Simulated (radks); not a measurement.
# Shell filling in a Woods-Saxon well (radius 3.41 bohr*, depth 19.4 hartree*, edge 0.18 bohr*), N = 1 to 7

Which level does each new electron take in a Woods-Saxon well (radius 3.41 bohr*, depth 19.4 hartree*, edge 0.18 bohr*), and at which counts is the dot hardest to charge further? Each count tries a few candidate levels and keeps the lowest.

Program: radks, version 2. Model: non-relativistic spin-polarised Kohn-Sham, PBE, spherically averaged shells. All values are calculated.

### 1 What is given

```
well                     : a Woods-Saxon well (radius 3.41 bohr*, depth 19.4 hartree*, edge 0.18 bohr*)
functional               : PBE
levels                   : named by radial order: 1s, 1p, 1d, 2s, 1f and so on
units                    : effective atomic units, hartree* and bohr*
configuration carried in : none
```

Further steps of the session: N = 1; 2 electrons; Electron number 3; 4 electrons; N = 5; N = 6; 7 electrons.

**Question.** What will these runs give? Wanted: closed shells at N; largest addition energy; most unpaired electrons; configuration at N = 7.

**Answer**, as computed:

| quantity | value |
| --- | --- |
| closed shells at N | 2 |
| largest addition energy | 0.814 hartree* at N = 2 (of N = 1 to 6) |
| most unpaired electrons | 3 at N = 5 |
| configuration at N = 7 | 1s2 1p(up 3, down 2) |

Shells close at N = 2, and the second difference peaks there. The largest moment in range is 3, first at N = 5: exchange favours parallel spins in open shells. Spherical averaging forbids deformation, and the greedy search can miss a lower configuration.
